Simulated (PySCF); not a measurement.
# C3H5B2FO: electronic excitations

Wanted: the electronic excitations of C3H5B2FO (`C#CCBOBF`), by calculation.

Programs: PySCF 2.14.0, with density-fitted response routines of our own. Each step states its level of theory. These are calculated values for one molecule in the gas phase, unless marked as measured. Atoms are numbered from 0 throughout.

## (1) The molecule as given

12 atoms, charge 0, multiplicity 1; geometry from: GFN2-xTB.

Bonds of the start (Å): C0–C1 1.20, C1–C2 1.45, C2–B3 1.61, B3–O4 1.31, O4–B5 1.30, B5–F6 1.34, C0–H7 1.05, C2–H8 1.09, C2–H9 1.09, B3–H10 1.18, B5–H11 1.17.

## (2) Ultraviolet spectrum: CAM-B3LYP/def2-SVPD

Job settings and geometry (Å):

```
{"job": {"kind": "uv", "xc": "CAM-B3LYP", "basis": "def2-SVPD", "nstates": 8, "ntriplets": 3}, "charge": 0, "multiplicity": 1}
C      1.922212    -1.236115     0.153034
C      1.502774    -0.120383     0.262299
C      0.920058     1.198501     0.381633
B     -0.680489     1.196007     0.258087
O     -1.337077     0.069195     0.199477
B     -1.806775    -1.141216     0.249044
F     -2.102237    -1.656507     1.447286
H      2.326119    -2.199855     0.065689
H      1.359434     1.854033    -0.375597
H      1.200734     1.620966     1.351891
H     -1.274007     2.213384     0.208290
H     -2.029548    -1.798695    -0.697723
```

With the program's defaults for keys left out, this is: TDDFT CAM-B3LYP/def2-SVPD, vertical, gas phase, core orbitals frozen in the response.

Started as:

```
OMP_NUM_THREADS=1 python probes_run.py task.json out
```

This one command runs all jobs of the session in turn.

The program printed:

```text
coarse grid: 10704 points
cycle   1  E = -341.6080202513  dE =  1.054e+00  |g| = 7.436e-01  |ddm| = 1.005e+01
cycle   2  E = -341.5819745227  dE =  2.605e-02  |g| = 8.968e-01  |ddm| = 2.500e+00
cycle   3  E = -341.7175256346  dE = -1.356e-01  |g| = 6.321e-02  |ddm| = 9.275e-01
cycle   4  E = -341.7183024859  dE = -7.769e-04  |g| = 3.261e-02  |ddm| = 2.215e-01
cycle   5  E = -341.7185225831  dE = -2.201e-04  |g| = 1.284e-02  |ddm| = 1.022e-01
cycle   6  E = -341.7185543243  dE = -3.174e-05  |g| = 3.031e-03  |ddm| = 2.337e-02
cycle   7  E = -341.7185564831  dE = -2.159e-06  |g| = 1.148e-03  |ddm| = 9.265e-03
final grid: 105712 points
cycle   8  E = -341.7843016943  dE = -4.687e-05  |g| = 4.185e-03  |ddm| = 9.690e-02
cycle   9  E = -341.7843007247  dE =  9.696e-07  |g| = 5.246e-03  |ddm| = 1.263e-02
cycle  10  E = -341.7843054925  dE = -4.768e-06  |g| = 4.680e-04  |ddm| = 5.023e-03
cycle  11  E = -341.7843055385  dE = -4.605e-08  |g| = 2.669e-04  |ddm| = 1.031e-03
cycle  12  E = -341.7843055539  dE = -1.537e-08  |g| = 1.073e-04  |ddm| = 5.550e-04
cycle  13  E = -341.7843055565  dE = -2.596e-09  |g| = 1.717e-05  |ddm| = 1.735e-04
cycle  14  E = -341.7843055566  dE = -9.948e-11  |g| = 6.276e-06  |ddm| = 4.735e-05
converged SCF energy = -341.7843055566

Static polarisability (au): isotropic 63.338, principal 48.956 63.398 77.660

Singlet excitations
state   eV       nm        f      main configurations
  1   6.1453    201.8   0.00059   H->L 0.75, H-2->L 0.20
  2   6.6788    185.6   0.00015   H->L+5 0.52, H-1->L+6 0.13
  3   6.8593    180.8   0.00423   H-1->L 0.52, H-1->L+5 0.11, H->L+6 0.10
  4   6.9599    178.1   0.00196   H-1->L+6 0.32, H->L+5 0.15, H-1->L+9 0.10
  5   6.9987    177.2   0.01151   H-1->L 0.43, H-1->L+5 0.16, H->L+6 0.10
  6   7.3166    169.5   0.03010   H->L+2 0.49, H->L+1 0.22, H-2->L 0.09
  7   7.4587    166.2   0.01333   H-2->L 0.58, H->L 0.15
  8   7.5087    165.1   0.01490   H-1->L+2 0.59, H-1->L+1 0.18, H-1->L+4 0.10

Triplet excitations (Tamm-Dancoff, eV): 5.5541 5.7729 6.0555
```

Wall time 73 s (1 thread of Intel Xeon at 2.50GHz, shared host); peak memory 0.8 GiB.

Frontier orbitals and where they lie:

```
orbital      eV                       atoms
 HOMO−3  -11.81  B5 28 %, H11 26 %, O4 22 %
 HOMO−2  -10.91  O4 28 %, B3 19 %, H10 15 %
 HOMO−1   -9.32    C0 42 %, C1 40 %, C2 8 %
   HOMO   -9.12   C0 37 %, C1 34 %, C2 10 %
   LUMO    0.43  B3 41 %, O4 23 %, H10 11 %
 LUMO+1    0.87   B3 42 %, B5 15 %, O4 10 %
 LUMO+2    1.19   B5 28 %, C0 13 %, O4 13 %
```

With each of the 8 states as a Gaussian band of 0.4 eV half-width at 1/e, the curve within the window shown has maxima at 169 nm (ε 2,500) L/(mol cm). Beyond the last state computed it falls off for lack of states. The curve at chosen wavelengths:

(nm, ε (L/mol/cm)): (159, 872), (162, 1543), (164, 1979), (167, 2422), (169, 2512), (172, 2353), (174, 2112), (177, 1668), (179, 1369), (182, 965), (185, 638), (187, 468), (190, 279), (192, 193), (195, 110), (197, 77), (200, 49), (203, 34), (205, 29), (208, 22), (210, 18), (213, 13), (215, 10), (218, 7), (220, 5), (223, 3)

Ground-state properties from the same run:

```
           property  computed
  dipole moment (D)      1.60
polarisability (Å³)      9.39
 HOMO–LUMO gap (eV)      9.54
      −ε(HOMO) (eV)      9.12
```

## (3) Outcome

| quantity | value |
| --- | --- |
| lowest singlet (CAM-B3LYP/def2-SVPD) | 6.15 eV (202 nm), f = 0.001 |
| brightest single state of those computed | state 6, 7.32 eV, f = 0.030 |
| lowest triplet | 5.55 eV |

The first singlet state (HOMO→LUMO 0.75, HOMO−2→LUMO 0.20) lies at 6.15 eV and is dark; of the 8 states computed, the strongest absorption comes from state 6 at 7.32 eV. The lowest triplet lies 0.59 eV below the lowest singlet (triplets in Tamm-Dancoff, singlets in full TDDFT).
